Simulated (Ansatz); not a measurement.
Run this with the Ansatz DFT code, driven from Python and show what comes out.

Script `rbpdo3.py`:
```python
# -*- coding: utf-8 -*-
"""Relax the ions of RbPdO3 at fixed cell."""

import ansatz
from ase import Atoms
from ase.neighborlist import neighbor_list
import numpy as np

lattice = ansatz.Lattice.of(
    (4.12831, 0.0, 0.0),
    (0.0, 4.12831, 0.0),
    (0.0, 0.0, 4.12831),
)
sites = [
    ("Rb", (0.5, 0.5, 0.5)),
    ("Pd", (0.0, 0.0, 0.0)),
    ("O", (0.0, 0.0, 0.5)),
    ("O", (0.0, 0.5, 0.0)),
    ("O", (0.5, 0.0, 0.0)),
]
cell = ansatz.Crystal(lattice=lattice)
for symbol, position in sites:
    cell = cell.atom(symbol, position)
# push one atom off its site

calc = (
    cell.move(0, to=(0.53633, 0.46367, 0.53633)).calculation()
    .functional("pbesol")
    .basis(41 * ansatz.Ry)
    .kpoints(mesh=(4, 4, 4))
    .occupations("fermi_dirac", width=0.1)
    .scf(max_iterations=60)
    .relax(max_steps=30)
    .band_table()
)
steps = []


def follow(event):
    if event["event"] != "relax_step":
        return
    row = event["data"]
    steps.append(row)
    print(f"step {row['step']:3d}  E = {row['lagrangian_ev']:.5f} eV  largest force component = {row['allowed_force_max_ev_ang']:.4f} eV/A")


outcome = calc.session().plan(threads=1).execute(on_event=follow)
summary = outcome.report

first, last = steps[0], steps[-1]
symbols = [site.symbol for site in outcome.lattice.sites]
print(f"energy gained {first['lagrangian_ev'] - last['lagrangian_ev']:.4f} eV in {len(steps) - 1} steps")

print("relaxed fractional positions")
for site in outcome.lattice.sites:
    print(f"  {site.symbol:2s}", " ".join(f"{v % 1:8.5f}" for v in np.round(site.position_frac, 5)))

final = Atoms(symbols, positions=last["positions_ang"], cell=outcome.lattice.cell_ang, pbc=True)
i, j, d = neighbor_list("ijd", final, 4.5)
print("neighbours within 1.15 times the shortest distance of each atom (A)")
for atom in range(len(final)):
    near = [m for m in np.argsort(d) if i[m] == atom]
    shell = [m for m in near if d[m] < 1.15 * d[near[0]]]
    print(f"{symbols[atom]}{atom} ({len(shell)}):", ", ".join(f"{symbols[j[m]]} {d[m]:.3f}" for m in shell))

moved = np.linalg.norm(np.array(last["positions_ang"]) - np.array(first["positions_ang"]), axis=1)
print("displacement by atom (A):", " ".join(f"{s}:{d:.3f}" for s, d in zip(symbols, moved)))

n_atoms = len(summary["lattice"]["sites"])
print("F =", round(summary["free_energy_ev"], 4), "eV for", n_atoms, "atoms")
print("E(sigma -> 0) =", round(summary["energy_sigma0_ev"], 4), "eV, TS =", round(summary["entropy_ts_ev"], 5), "eV")
print("closed by", summary["closed_by"], "after", summary["n_iterations"], "iterations")

print(calc.to_python())

gap = None if "band_edges_ev" not in summary else summary["band_edges_ev"][1] - summary["band_edges_ev"][0]
print("gap on the k mesh:", "withheld (metal, or smearing too wide to tell)" if gap is None else f"{gap:.3f} eV")
print("lowest empty less highest filled band, by band count:", round(summary["gap_by_band_count_ev"], 3), "eV")
```

```console
$ python rbpdo3.py
step   1  E = -11800.59083 eV  largest force component = 0.5116 eV/A
step   2  E = -11800.69855 eV  largest force component = 0.0294 eV/A
step   3  E = -11800.69929 eV  largest force component = 0.0198 eV/A
step   4  E = -11800.69942 eV  largest force component = 0.0003 eV/A
energy gained 0.1086 eV in 3 steps
relaxed fractional positions
  Rb  0.50726  0.49274  0.50726
  Pd  0.00728  0.99272  0.00728
  O   0.00726  0.99274  0.50727
  O   0.00726  0.49273  0.00726
  O   0.50727  0.99274  0.00726
neighbours within 1.15 times the shortest distance of each atom (A)
Rb0 (12): O 2.919, O 2.919, O 2.919, O 2.919, O 2.919, O 2.919, O 2.919, O 2.919, O 2.919, O 2.919, O 2.919, O 2.919
Pd1 (6): O 2.064, O 2.064, O 2.064, O 2.064, O 2.064, O 2.064
O2 (2): Pd 2.064, Pd 2.064
O3 (2): Pd 2.064, Pd 2.064
O4 (2): Pd 2.064, Pd 2.064
displacement by atom (A): Rb:0.208 Pd:0.052 O:0.052 O:0.052 O:0.052
F = -11800.6994 eV for 5 atoms
E(sigma -> 0) = -11800.5841 eV, TS = 0.23067 eV
closed by deck_thresholds after 4 iterations
(
    az.Lattice.of(((4.12831, 0.0, 0.0), (0.0, 4.12831, 0.0), (0.0, 0.0, 4.12831)))
    .atom("Rb", (0.53633, 0.46367, 0.53633))
    .atom("Pd", (0.0, 0.0, 0.0))
    .atom("O", (0.0, 0.0, 0.5))
    .atom("O", (0.0, 0.5, 0.0))
    .atom("O", (0.5, 0.0, 0.0))
    .calculation()
    .basis(cutoff=557.833418042754)
    .kpoints(4, 4, 4)
    .functional("pbesol")
    .scf(max_iterations=60)
    .occupations(method="fermi_dirac", width=0.1)
    .relax(max_steps=30)
    .band_table(publish=True)
)

gap on the k mesh: withheld (metal, or smearing too wide to tell)
lowest empty less highest filled band, by band count: -0.921 eV
```

Absolute energies stand on the zero of these potentials, so only differences at equal settings mean something. A total without «per atom» is that of the cell as typed. The cell holds an odd number of electrons and is run without spin, so a magnetic state may lie lower. For a metal this k-point mesh is coarse: on a finer one energies can move by several to tens of meV an atom and pressures by half a GPa or more, differences at one mesh by less. Energies along a relaxation are free energies. A last row that repeats the one before re-solves the same geometry more tightly. A gap by band count of zero or less means overlapping bands, a metal, and at an odd count of electrons it is no gap at all. The structure comes from a database of computed cells and needn't be a stable or known phase. Gaps and levels are Kohn-Sham values on a finite set of k-points, without spin-orbit coupling. Hardware and time: 13 s on 1 thread of Arm Neoverse V2, on a shared host, peak memory 0.44 GiB.

(A comment or docstring line of the script was reworded after the run, the code is as it ran; lines on the test bed's own set-up are left out of the output.)
